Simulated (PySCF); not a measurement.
# Br2Pr (Pr(Br)2+): the cost of one run

Method: PBE0, Pr lcecp-1-SVP with ECP48, Br def2-SVP; scalar-relativistic core potentials, no spin–orbit coupling; program: PySCF 2.14.0.

1 further run of the same task is left out (for a known fault of the program).

### Step 1. Starting geometry

3 atoms, charge 1, spin multiplicity 1.

Bond lengths: Pr1–Br2 2.841 Å, Pr1–Br3 2.841 Å. Angles: Br2–Pr1–Br3 131.8°.

Coordinates:

```
Pr    0.0000    0.0000    0.0000
Br    2.5933    0.0000    1.1606
Br   -2.5933    0.0000    1.1606
```

Formal oxidation states: Pr +3. Each metal's 2 4f electrons lie in its core potential, so multiplicities, spins and levels count the valence alone.

### Step 2. SCF at the start, singlet

Contents of run.py (the lines that set the calculation):

```python
mol = gto.M(atom='''
Pr     0.00000     0.00000     0.00000
Br     2.59330     0.00000     1.16060
Br    -2.59330     0.00000     1.16060''',
    basis={'Pr': 'lcecp-1-SVP', 'Br': 'def2-SVP'},
    ecp={'Pr': 'lcecp-1-SVP'},
    charge=1, spin=0)
mf = dft.RKS(mol, xc='PBE0')
mf.grids.atom_grid = (50, 194)  # f atoms: unpruned, at least (60, 302)
mf = mf.density_fit()  # fitting sets: Pr AutoAux, Br def2-universal-JKFIT
mf.conv_tol = 1e-08; mf.max_cycle = 55
mf.kernel(dm0)  # dm0: free metal ions and neutral atoms
```

Command:

```sh
$ OMP_NUM_THREADS=2 python run.py
```

Q: Estimate wall time and peak memory on 2 threads of Arm Neoverse V2, shared host.

About 2.9 s, with a peak of 0.4 GiB.
